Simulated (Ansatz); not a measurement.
**CHGeP (quintet): the correlation ladder, cc-pVDZ**

An exercise on one series of results from a longer session: the logs are not shown, and one member is left open.

The runs use Ansatz 0.2.0, Gaussian basis; cc-pVDZ, core rule «outside noble gas», up to 20 orbitals frozen.

The runs, in order: UHF; CCSD(T) on ROHF; CCSD(T) on UHF; BCCD(T) on ROHF; CISD; CCSDT(Q) on ROHF; CCSDT(Q) on UHF.

27 further runs of the same task are left out: 10 that didn't finish, 17 set aside as unsound or not needed.

## What is computed

The geometry is a PBE0/def2-TZVP stationary point (not a proven minimum) of the parent state, kept for this charge and spin. No spin-orbit coupling is included. The filled d shell of Ge may be among the frozen orbitals whatever the setting's name suggests; the logs give the count.

4 atoms, charge 0, spin multiplicity 5.

Atoms are counted from 1 here; the program's logs count them from 0.

Bond lengths: Ge1–C2 1.826 Å, Ge1–H4 1.542 Å, C2–P3 1.569 Å. Angles: C2–Ge1–H4 121.3°, Ge1–C2–P3 172.7°.

The first run:

File in.yaml:

```yaml
crystal:
  periodic: [false, false, false]
  atoms:
    - {symbol: Ge, position_ang: [-0.000006, -0.362480, 1.077720]}
    - {symbol: C, position_ang: [0.000045, -0.223453, -0.743263]}
    - {symbol: P, position_ang: [-0.000013, -0.304738, -2.310287]}
    - {symbol: H, position_ang: [-0.000027, 0.890671, 1.975829]}
basis:
  gaussian: {orbitals: cc-pVDZ}
magnetization: {spin_polarized: true, initial_magnetization: 4}
hamiltonian: {xc: hf}
output: {orbitals: {seedname: orbitals}}
```

Run with:

```sh
$ ansatz run in.yaml --threads 1 --pin off --events-out ev --progress --plain --max-ram 2393MiB
```

Steps of the session up to this table: UHF; CCSD(T) on ROHF; CCSD(T) on UHF; BCCD(T) on ROHF; CISD; CCSDT(Q) on ROHF; CCSDT(Q) on UHF.

One of the session's tables, all rows but one given; the rest of the session is left out.

| method | from RCCSDT(Q) (meV) |
| --- | --- |
| ROHF | +8558.8 |
| UHF | +8171.6 |
| RMP2 | +1623.7 |
| UMP2 | +1769.5 |
| RCCSD | ? |
| UCCSD | +493.0 |
| RCCSD(T) | +174.4 |
| UCCSD(T) | +171.0 |
| BCCD(T) | +174.1 |
| RCCSDT | +51.1 |
| UCCSDT | +41.0 |
| RCCSDT(Q) | 0 |
| UCCSDT(Q) | -9.4 |

Estimate the missing values for RCCSD.

The run gave: from RCCSDT(Q) (meV): +516.1. In the column «from RCCSDT(Q) (meV)» it lies between UCCSD (+493.0) and RMP2 (+1623.7).

Not comparable, so not listed: CISD (they don't share determinant, frozen orbitals or solution with the rows shown, or repeat one).

Caveats from the session: Restricted and unrestricted rows rest on different reference determinants; where their highest levels disagree by more than a few hundredths of an eV, they describe different states and don't form one ladder.
